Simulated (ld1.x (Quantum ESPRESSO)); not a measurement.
# Pseudopotential generation for B: PAW, PBE

Aim: build the potential from the settings below, then test how well it stands in for the atom: other configurations, scattering, ghost states and the plane-wave cutoff that it needs.

The numbers are computed with ld1.x (Quantum ESPRESSO) 7.5 (PBE, scalar-relativistic, spin-unpolarised reference atom).

### Step 1. The atom and the settings

The settings as typed:

```json
{
 "element": "boron (B, Z = 5)",
 "type": "PAW",
 "frozen core": "[He]",
 "valence charge": "3",
 "reference configuration": "2s1 2p2",
 "partial waves": "2s (bound): rcut 1.35, rcutus 1.70 bohr; 2s channel at 4.3 Ry: rcut 1.35, rcutus 1.70 bohr; 2p (bound): rcut 1.40, rcutus 1.85 bohr; 2p channel at 0.1 Ry: rcut 1.40, rcutus 1.85 bohr; 3d channel at 0.5 Ry: rcut 1.25, rcutus 1.65 bohr; 3d channel at 1.25 Ry: rcut 1.25, rcutus 1.65 bohr",
 "local potential": "all-electron potential smoothed inside 1.40 bohr (lloc = -2)",
 "core correction": "not asked for",
 "augmentation charge": "PSQ, inside the norm-conserving radii"
}
```

The nodes and maxima of the atom's own shells, from an earlier all-electron run, set the scale for the radii.

All-electron outer shells of the reference configuration (PBE, scalar-relativistic, ld1.x):

```json
{"shell": "1s", "level (eV)": "-181.74", "outermost node (bohr)": "–", "outermost maximum (bohr)": "0.21"}
{"shell": "2s", "level (eV)": "-9.92", "outermost node (bohr)": "0.46", "outermost maximum (bohr)": "1.52"}
{"shell": "2p", "level (eV)": "-4.06", "outermost node (bohr)": "–", "outermost maximum (bohr)": "1.55"}
```

### Step 2. The generation run

File B.in:

```
 &input
   title='B', zed=5., rel=1, dft='PBE', iswitch=3,
   config='[He] 2s1 2p2 3d-2',
   nld=3, rlderiv=2.00, eminld=-3.0, emaxld=5.0, deld=0.02
 /
 &inputp
   pseudotype=3, lpaw=.true., tm=.true., lloc=-2, rcloc=1.40,
   nlcc=.false.,
   which_augfun='PSQ', rmatch_augfun_nc=.true.,
   file_pseudopw='B.UPF', file_wfcaegen='ae.wfc', file_wfcncgen='nc.wfc', file_beta='beta', file_chi='chi', file_wfcusgen='us.wfc'
 /
6
2S  1  0   1.00   0.00  1.35  1.70  0.0
2S  1  0   0.00   4.30  1.35  1.70  0.0
2P  2  1   2.00   0.00  1.40  1.85  0.0
2P  2  1   0.00   0.10  1.40  1.85  0.0
3D  3  2  -2.00   0.50  1.25  1.65  0.0
3D  3  2  -2.00   1.25  1.25  1.65  0.0
 &test
   configts(1)='2s1 2p2'
 /
```

Started as:

```sh
ld1.x < B.in > B.out
```

Output in B.out (without the banner and most projector matrices):

```text
     Program LD1 v.7.5
     --------------------------- All-electron run ----------------------------

     B
     scalar relativistic calculation

     atomic number is  5.00
     dft =PBE   lsd =0 sic =0 latt =0  beta=0.20 tr2=1.0E-14
     Exchange-correlation= PBE
                           (   1   4   3   4   0   0   0)
     mesh =1059 r(mesh) = 101.04461 a.u. xmin = -7.00 dx = 0.01250
     1 Ry =  13.60569312 eV, c = 137.03599908

     n l     nl                  e(Ry)          e(Ha)          e(eV)
     1 0     1S 1( 2.00)       -13.3577        -6.6788      -181.7402
     2 0     2S 1( 1.00)        -0.7292        -0.3646        -9.9208
     2 1     2P 1( 2.00)        -0.2983        -0.1491        -4.0581

     final scf error:  7.2E-15 reached in  29 iterations

     Etot =     -48.776654 Ry,     -24.388327 Ha,    -663.640180 eV

     Ekin =      48.610370 Ry,      24.305185 Ha,     661.377778 eV
     Encl =    -112.712700 Ry,     -56.356350 Ha,   -1533.534410 eV
     Eh   =      22.824688 Ry,      11.412344 Ha,     310.545706 eV
     Exc  =      -7.499012 Ry,      -3.749506 Ha,    -102.029254 eV

     normalization and overlap integrals

     s(1S/1S) =  1.000000  <r> =   0.3291  <r2> =    0.1472  r(max) =   0.2103
     s(2S/2S) =  1.000000  <r> =   1.9384  <r2> =    4.5287  r(max) =   1.5152
     s(2P/2P) =  1.000000  <r> =   2.2491  <r2> =    6.5419  r(max) =   1.5536

     ------------------------ End of All-electron run ------------------------

     --------------------- Generating PAW atomic setup --------------------

      Generating local potential from pseudized AE potential:
      Matching radius rcloc =   1.4000
      Enforcing V''(0)=0 (lloc=-2)

      Local pseudo, rcloc= 1.406 Estimated cut-off energy=    14.76 Ry

      Computing core charge for PAW:

       r > 0.66 : true rho core
       r < 0.66 : rho core = a sin(br)/r    a=   2.43  b=   3.96

      Integrated core pseudo-charge :   0.56
      Wfc-us  2S rcutus= 1.717  Estimated cut-off energy=    15.50 Ry
      Wfc-us  2S rcutus= 1.717  Estimated cut-off energy=    34.11 Ry
      Wfc-us  2P rcutus= 1.851  Estimated cut-off energy=    22.17 Ry
      Wfc-us  2P rcutus= 1.851  Estimated cut-off energy=    23.39 Ry
      Wfc-us  3D rcutus= 1.633  Estimated cut-off energy=    38.53 Ry
      Wfc-us  3D rcutus= 1.633  Estimated cut-off energy=    39.25 Ry

     Required augmentation: PSQ   radius:    1.850000

     Q pseudized with Bessel functions
     Expected ecutrho=     512.7800 due to l1=  1   l2=  2

     Estimated PAW energy =  -10.541697 Ryd

     The PAW screened D coefficients
     0.61305     0.54797     0.00000     0.00000     0.00000     0.00000
     0.54797     0.71614     0.00000     0.00000     0.00000     0.00000
     0.00000     0.00000    -0.22462    -0.17766     0.00000     0.00000
     0.00000     0.00000    -0.17766    -0.13890     0.00000     0.00000
     0.00000     0.00000     0.00000     0.00000    -0.03106    -0.03462
     0.00000     0.00000     0.00000     0.00000    -0.03462    -0.03801

     The PAW descreened D coefficients (US)
     0.32621     0.26302     0.00000     0.00000     0.00000     0.00000
     0.26302     0.48464     0.00000     0.00000     0.00000     0.00000
     0.00000     0.00000     0.01542    -0.00155     0.00000     0.00000
     0.00000     0.00000    -0.00155     0.01842     0.00000     0.00000
     0.00000     0.00000     0.00000     0.00000    -0.03753    -0.04002
     0.00000     0.00000     0.00000     0.00000    -0.04002    -0.04218

     ------------------- End of pseudopotential generation -------------------

     [... the all-electron block is printed once more ...]


     Computing logarithmic derivative in   2.00738
     Computing logarithmic derivative in   2.00738
     Computing the partial wave expansion
     R is outside the sphere for l=    0 j= 0.00
     R is outside the sphere for l=    0 j= 0.00
     R is outside the sphere for l=    1 j= 0.00
     R is outside the sphere for l=    1 j= 0.00
     R is outside the sphere for l=    2 j= 0.00
     R is outside the sphere for l=    2 j= 0.00

     ---------------------- Testing the pseudopotential ----------------------

     B
     scalar relativistic calculation

     atomic number is  5.00   valence charge is  3.00
     dft = SLA  PW   PBX  PBC   lsd =0 sic =0 latt =0  beta=0.20 tr2=1.0E-14
     mesh =1059 r(mesh) = 101.04461 xmin = -7.00 dx = 0.01250

     n l     nl             e AE (Ry)        e PS (Ry)    De AE-PS (Ry)
     1 0     2S   1( 1.00)       -0.72916       -0.72916        0.00000
     2 1     2P   1( 2.00)       -0.29827       -0.29827        0.00000

     eps = 3.4E-15  iter =  4

     Etot =     -48.776654 Ry,     -24.388327 Ha,    -663.640180 eV
     Etotps =   -10.541700 Ry,      -5.270850 Ha,    -143.427136 eV

     Ekin =       5.149432 Ry,       2.574716 Ha,      70.061586 eV
     Encl =     -12.065558 Ry,      -6.032779 Ha,    -164.160275 eV
     Ehrt =       3.873436 Ry,       1.936718 Ha,      52.700784 eV
     Ecxc =      -7.499010 Ry,      -3.749505 Ha,    -102.029230 eV

     ---------------------- End of pseudopotential test ----------------------
```

Run time: 0.7 s. Hardware: 1 thread, shared host. This counts the later configuration tests of the new file too.

All-electron and pseudo partial waves u(r) = r·R(r), from the program's wave files:

```
r (bohr)    2s AE   2s PS   2p AE   2p PS
   0.093  -0.2620  0.0821  0.0245  0.0079
   0.185  -0.3069  0.1620  0.0786  0.0309
   0.278  -0.2427  0.2404  0.1460  0.0681
   0.370  -0.1290  0.3145  0.2157  0.1164
   0.463   0.0043  0.3848  0.2839  0.1742
   0.555   0.1364  0.4490  0.3463  0.2370
   0.648   0.2606  0.5079  0.4029  0.3027
   0.740   0.3696  0.5598  0.4519  0.3669
   0.833   0.4641  0.6054  0.4946  0.4279
   0.925   0.5422  0.6437  0.5309  0.4821
   1.018   0.6063  0.6756  0.5615  0.5289
   1.110   0.6556  0.7006  0.5860  0.5665
   1.203   0.6924  0.7195  0.6051  0.5954
   1.295   0.7174  0.7322  0.6188  0.6154
   1.388   0.7324  0.7394  0.6280  0.6280
   1.480   0.7387  0.7412  0.6329  0.6341
   1.573   0.7376  0.7381  0.6342  0.6352
   1.665   0.7304  0.7304  0.6323  0.6327
   1.758   0.7181  0.7181  0.6275  0.6276
   1.850   0.7019  0.7019  0.6205  0.6205
   1.943   0.6823  0.6823  0.6113  0.6113
   2.035   0.6604  0.6604  0.6006  0.6006
   2.128   0.6366  0.6366  0.5884  0.5884
   2.220   0.6117  0.6117  0.5752  0.5752
   2.313   0.5857  0.5857  0.5609  0.5609
   2.405   0.5595  0.5595  0.5461  0.5461
```

### Step 3. Transferability test

File B.test.in:

```
 &input
   title='B', zed=5., rel=1, dft='PBE', iswitch=2,
   config='[He] 2s1 2p2 3d-2'
 /
 &test
   file_pseudo='B.UPF', nconf=8,
   configts(1)='2s1 2p2',
   configts(2)='2s2 2p1',
   configts(3)='2s2 2p0',
   configts(4)='2s1 2p0',
   configts(5)='2s1 2p1',
   configts(6)='2s2 2p1.3',
   configts(7)='2s2 2p0.5',
   configts(8)='2s0 2p3'
 /
```

Started as:

```sh
ld1.x < B.test.in > B.test.out
```

B.test.out, the pseudopotential blocks, shortened:

```text
     ---------------------- Testing the pseudopotential ----------------------

     B
     scalar relativistic calculation

     atomic number is  5.00   valence charge is  3.00
     dft =SLA  PW   PBX  PBC   lsd =0 sic =0 latt =0  beta=0.20 tr2=1.0E-14
     mesh =1059 r(mesh) = 101.04461 xmin = -7.00 dx = 0.01250

     n l     nl             e AE (Ry)        e PS (Ry)    De AE-PS (Ry)
     1 0     2S   1( 1.00)       -0.72916       -0.72916        0.00000
     2 1     2P   1( 2.00)       -0.29827       -0.29827        0.00000

     eps = 3.4E-15  iter =  4

     Etot =     -48.776654 Ry,     -24.388327 Ha,    -663.640180 eV
     Etotps =   -10.541700 Ry,      -5.270850 Ha,    -143.427136 eV

     Ekin =       5.149432 Ry,       2.574716 Ha,      70.061586 eV
     Encl =     -12.065558 Ry,      -6.032779 Ha,    -164.160275 eV
     Ehrt =       3.873436 Ry,       1.936718 Ha,      52.700784 eV
     Ecxc =      -7.499010 Ry,      -3.749505 Ha,    -102.029230 eV

     ---------------------- End of pseudopotential test ----------------------

     ---------------------- Testing the pseudopotential ----------------------

     B
     [...]
     n l     nl             e AE (Ry)        e PS (Ry)    De AE-PS (Ry)
     1 0     2S   1( 2.00)       -0.69405       -0.69364       -0.00042
     2 1     2P   1( 1.00)       -0.26511       -0.26429       -0.00082

     eps = 2.6E-15  iter = 18

     Etot =     -49.206684 Ry,     -24.603342 Ha,    -669.491038 eV
     Etotps =   -10.971875 Ry,      -5.485937 Ha,    -149.279964 eV
     dEtot_ae =      -0.430030 Ry
     dEtot_ps =      -0.430175 Ry,   Delta E=       0.000145 Ry

     [...]
     ---------------------- End of pseudopotential test ----------------------
```

6 tests gave no usable energy difference (2s2 2p0; 2s1 2p0; 2s1 2p1; 2s2 2p1.3; others); the test run stopped with "negative rho".

Excitation and ionisation energies from 2s1 2p2, with the error of the potential.

```tsv
valence configuration	charge	ΔE all-electron (eV)	error AE − PS (meV)
2s2 2p1	0	-5.851	+2.0
```

### Step 4. Scattering by logarithmic derivatives

Taken from the files of the generation run. The phase is arctan(r·u′/u) with u = r·R, unwrapped, with energies in Ry. A pole is an energy at which the radial function vanishes at the test radius. The pseudo phase is shifted by a multiple of π to meet the all-electron one at the reference energy. Levels narrower than the energy grid can be missing from the poles. The last column is the largest difference on the grid between −1 and +1 Ry.

| channel | radius (bohr) | reference (Ry) | poles AE | poles PS | window around the reference with phases within 0.05 rad (Ry) | largest difference near zero (rad) |
| --- | --- | --- | --- | --- | --- | --- |
| s | 2.01 | -0.73 | 1.04 | 1.04 | the whole range | 0.000 |
| p | 2.01 | -0.30 | 1.16 | 1.16 | below 3.9 | 0.000 |
| d | 2.01 | 0.50 | none | none | the whole range | 0.000 |

Phases (rad) along the scan:

```
E (Ry)    s AE    s PS    d AE    d PS
 -3.00   1.185   1.184   1.316   1.316
 -2.52   1.113   1.113   1.300   1.300
 -2.04   0.991   0.990   1.279   1.279
 -1.56   0.734   0.734   1.255   1.255
 -1.08   0.088   0.088   1.223   1.223
 -0.60  -0.824  -0.824   1.182   1.182
 -0.12  -1.252  -1.252   1.124   1.124
  0.36  -1.436  -1.436   1.039   1.039
  0.84  -1.539  -1.539   0.902   0.902
  1.32  -1.608  -1.608   0.658   0.658
  1.80  -1.664  -1.664   0.193   0.193
  2.28  -1.714  -1.715  -0.462  -0.463
  2.76  -1.767  -1.767  -0.939  -0.939
  3.24  -1.828  -1.828  -1.192  -1.192
  3.72  -1.907  -1.907  -1.335  -1.335
  4.20  -2.025  -2.025  -1.425  -1.425
  4.68  -2.226  -2.226  -1.488  -1.489
```

### Step 5. Plane-wave convergence, by spherical Bessel functions

This step uses the generator's waves and projectors in a separate script. Basis: spherical Bessel functions vanishing at 20 bohr, q² up to the cutoff; potential fixed at the reference.

All-electron valence levels (Ry): 2s -0.7292, 2p -0.2983. The lowest levels of each channel (Ry) by cutoff; the last column sums, over occupied levels, occupation times the distance from the level at 400 Ry. A positive value at high cutoff is not a bound level.

```
cutoff (Ry)     s #1     p #1    d #1    f #1  Σ f·Δε (mRy)
          8  -0.7289  -0.2446  0.0639  0.1121         107.6
         10  -0.7290  -0.2691  0.0639  0.1121          58.6
         12  -0.7290  -0.2844  0.0639  0.1121          27.9
         15  -0.7291  -0.2949  0.0639  0.1121           7.0
         18  -0.7291  -0.2972  0.0639  0.1121           2.2
         21  -0.7291  -0.2980  0.0639  0.1121           0.6
         25  -0.7292  -0.2982  0.0639  0.1121           0.2
         30  -0.7292  -0.2982  0.0639  0.1121           0.1
        400  -0.7292  -0.2983  0.0639  0.1121           0.0
```

The sum stays within 10 mRy from 15 Ry and within 1 mRy from 21 Ry. The sum leaves out empty levels, which can need more. Ghost test: no level below the all-electron spectrum of its channel (s, p, d, f tested).

### Step 6. Results

| quantity | value |
| --- | --- |
| cutoffs for 10 and 1 mRy, occupied levels | 15 Ry and 21 Ry |
| bound ghosts | none found |
| largest test error (AE − PS) | +2.0 meV, for 2s2 2p1 (6 tests unsolved) |
| largest phase difference near zero energy, channels read | 0.000 rad |
| lowest eigenvalue of the overlap (Bessel basis) | 0.697 (s) |
| density cutoff estimated by the generator | 513 Ry |

In words: By total energies transferability is very good where solved: the largest error is 2.0 meV on 5.9 eV, for 2s2 2p1. The test run broke off, so later configurations gave nothing; the verdict rests on few tests. It counts as soft on the atom at that tolerance, with 15 Ry needed at the looser tolerance. The slowest occupied level is 2p: taken alone it needs 21 Ry to come within 1 mRy, against 8 Ry for 2s. The Bessel-basis test finds no level below the valence levels. Near zero energy the phases of the channels with partial waves agree within 0.001 rad. These are tests on the free atom; a crystal test is still owed.
